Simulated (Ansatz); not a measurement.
# BF2H3OS: the cost of one run

Program: Ansatz 0.2.0. Level of theory: RHF/def2-SVP. These are calculated values, not measurements.

## (1) The structure to begin with

Bond lengths: B1–O2 1.760 Å, O2–H3 1.010 Å, B1–F4 1.320 Å, B1–F5 1.320 Å, B1–S6 2.190 Å, S6–H7 1.400 Å, O2–H8 1.122 Å, S6–H8 1.382 Å. Angles: B1–O2–H3 109.5°, B1–O2–H8 86.3°, H3–O2–H8 110.0°, O2–B1–F4 120.0°, O2–B1–F5 120.0°, O2–B1–S6 71.6°, F4–B1–F5 120.0°, F4–B1–S6 96.8°, F5–B1–S6 101.3°, B1–S6–H7 109.5°, B1–S6–H8 64.5°, H7–S6–H8 51.0°, O2–H8–S6 137.6°.

Coordinates:

```xyz
8

B     0.0000    0.0000    0.0000
O     0.0000    0.0000    1.7600
H    -0.9095   -0.2814    2.0971
F     1.1431    0.0000   -0.6600
F    -1.1431    0.0000   -0.6600
S     0.0982    2.0760    0.6906
H     0.6507    2.1151    1.9763
H     0.0529    1.1186    1.6867
```

## (2) A restrained relaxation towards end A

Springs on the bonds that form and break draw the guess towards this end; the thresholds are loose.

The input, input.yaml:

```yaml
crystal:
  periodic: [false, false, false]
  atoms:
    - { symbol: B, position_ang: [0.0, 0.0, 0.0] }
    - { symbol: O, position_ang: [0.0, 0.0, 1.76] }
    - { symbol: H, position_ang: [-0.9095, -0.2814, 2.0971] }
    - { symbol: F, position_ang: [1.1431, 0.0, -0.66] }
    - { symbol: F, position_ang: [-1.1431, 0.0, -0.66] }
    - { symbol: S, position_ang: [0.0982, 2.076, 0.6906] }
    - { symbol: H, position_ang: [0.6507, 2.1151, 1.9763] }
    - { symbol: H, position_ang: [0.0529, 1.1186, 1.6867] }
basis:
  gaussian: { orbitals: def2-SVP }
hamiltonian:
  xc: hf
relax:
  f_tol: 0.15
  max_steps: 25
  restrain:
    - { distance: [0, 5], at: 3.09, k: 30.0 }
    - { distance: [7, 1], at: 2.21, k: 30.0 }
    - { distance: [0, 1], at: 1.41, k: 30.0 }
    - { distance: [7, 5], at: 1.4, k: 30.0 }
```

Started as:

```console
$ ansatz run input.yaml --threads 1 --pin off --max-ram 2048MiB --backend cpu --events-out ev --progress --plain --runs-dir out
```

What time and memory should one allow on 1 thread of Arm Neoverse V2, shared host?

About 23 s, with a peak of 0.16 GiB.
